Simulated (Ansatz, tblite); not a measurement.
# The cluster Na₈F₈: rung by rung

An exercise on one series of results from a longer session: the logs are not shown, and one member is left open.

Program: Ansatz 0.2.0, Gaussian basis. Level of theory: as each input shows. These are calculated values, not measurements.

Plan: GFN1-xTB, GFN2-xTB, PBE-D4/def2-SVP, r2SCAN-D4/def2-SVP, HF/STO-3G, HF/6-31G, B3LYP-D4/6-31G, MP2/def2-SVP.

5 further runs of the same task are left out: 5 that didn't finish. Runs told in other sessions of the task aren't counted.

### The relaxed structure

The singlet was relaxed beforehand with r2SCAN-D4/def2-SVP.

16 atoms, charge 0, spin multiplicity 1.

Bond lengths: Na1–F2 2.136 Å, Na1–F5 2.122 Å, Na1–F9 2.123 Å, F2–Na3 2.144 Å, F2–Na6 2.265 Å, F2–Na10 2.257 Å, Na3–F4 2.145 Å, Na3–F7 2.256 Å, Na3–F11 2.266 Å, F4–Na8 2.123 Å, F4–Na12 2.123 Å, F5–Na6 2.145 Å, F5–Na13 2.123 Å, Na6–F7 2.144 Å, Na6–F14 2.257 Å, F7–Na8 2.136 Å, F7–Na15 2.266 Å, Na8–F16 2.122 Å and more. Angles: F2–Na1–F5 93.3°, F2–Na1–F9 93.1°, F5–Na1–F9 91.7°, Na1–F2–Na3 175.2°, Na1–F2–Na6 87.0°, Na1–F2–Na10 87.1°, Na3–F2–Na6 89.4°, Na3–F2–Na10 89.6°, Na6–F2–Na10 88.6°, F2–Na3–F4 179.5°, F2–Na3–F7 90.6°, F2–Na3–F11 90.4°, F4–Na3–F7 89.3°, F4–Na3–F11 89.2°, F7–Na3–F11 91.5°, Na3–F4–Na8 90.4°, Na3–F4–Na12 90.5°, Na8–F4–Na12 88.3° and more.

PBE0-D4/def2-SVP was run before; its log isn't repeated, and its numbers join the tables.

Set-up of the first run:

Tight binding, by tblite at 300 K electronic temperature and without a spin-polarisation term:

```python
tblite.interface.Calculator('GFN1-xTB', numbers, positions, charge=0, uhf=0).singlepoint()
```

Tight binding, by tblite at 300 K electronic temperature and without a spin-polarisation term:

```python
tblite.interface.Calculator('GFN2-xTB', numbers, positions, charge=0, uhf=0).singlepoint()
```

start.molden holds the orbitals of an earlier run on this state, given as this run's starting guess.

File in.yaml:

```yaml
crystal:
  periodic: [false, false, false]
  atoms:
    - {symbol: Na, position_ang: [-1.050994, -1.043688, -3.197209]}
    - {symbol: F, position_ang: [-1.145856, -1.143914, -1.065465]}
    - {symbol: Na, position_ang: [-1.120066, -1.110782, 1.077752]}
    - {symbol: F, position_ang: [-1.076498, -1.073601, 3.221692]}
    - {symbol: F, position_ang: [-1.077063, 1.078430, -3.219797]}
    - {symbol: Na, position_ang: [-1.112626, 1.121260, -1.075796]}
    - {symbol: F, position_ang: [-1.143362, 1.145553, 1.067426]}
    - {symbol: Na, position_ang: [-1.040192, 1.049129, 3.198904]}
    - {symbol: F, position_ang: [1.071641, -1.079664, -3.221304]}
    - {symbol: Na, position_ang: [1.110553, -1.121681, -1.077265]}
    - {symbol: F, position_ang: [1.145316, -1.145201, 1.065935]}
    - {symbol: Na, position_ang: [1.045740, -1.047772, 3.197586]}
    - {symbol: Na, position_ang: [1.045514, 1.042361, -3.199442]}
    - {symbol: F, position_ang: [1.143795, 1.143552, -1.067894]}
    - {symbol: Na, position_ang: [1.122055, 1.111014, 1.075426]}
    - {symbol: F, position_ang: [1.082011, 1.074985, 3.219451]}
basis:
  gaussian: {orbitals: def2-SVP, initial_orbitals: start.molden}
hamiltonian: {xc: pbe, dispersion: d4}
scf: {omitted_lower_state_checks: [starts]}
output: {forces: true, orbitals: {seedname: orbitals}}
```

Started as:

```console
ansatz run in.yaml --threads 4 --pin off --events-out ev --progress --plain --max-ram 6963MiB
```

Steps of the session up to this table: PBE-D4/def2-SVP; r2SCAN-D4/def2-SVP; HF/STO-3G; HF/6-31G; B3LYP-D4/6-31G; MP2/def2-SVP.

One table of the session follows, with a row left open; its other results are not shown here.

It belongs to the step «Levels side by side». 

```
             level  HOMO (eV)  LUMO (eV)  gap (eV)
         HF/STO-3G      -4.84      13.61     18.45
          HF/6-31G     -12.96       0.70     13.66
   PBE-D4/def2-SVP      -5.98      -1.03      4.95
r2SCAN-D4/def2-SVP          ?          ?         ?
    B3LYP-D4/6-31G      -7.44      -0.79      6.65
  PBE0-D4/def2-SVP      -7.92      -0.40      7.52
```

**Question.** Estimate the row for r2SCAN-D4/def2-SVP.

As computed: HOMO (eV): -6.34; LUMO (eV): -0.44; gap (eV): 5.91. In the column «HOMO (eV)» it lies between B3LYP-D4/6-31G (-7.44) and PBE-D4/def2-SVP (-5.98).
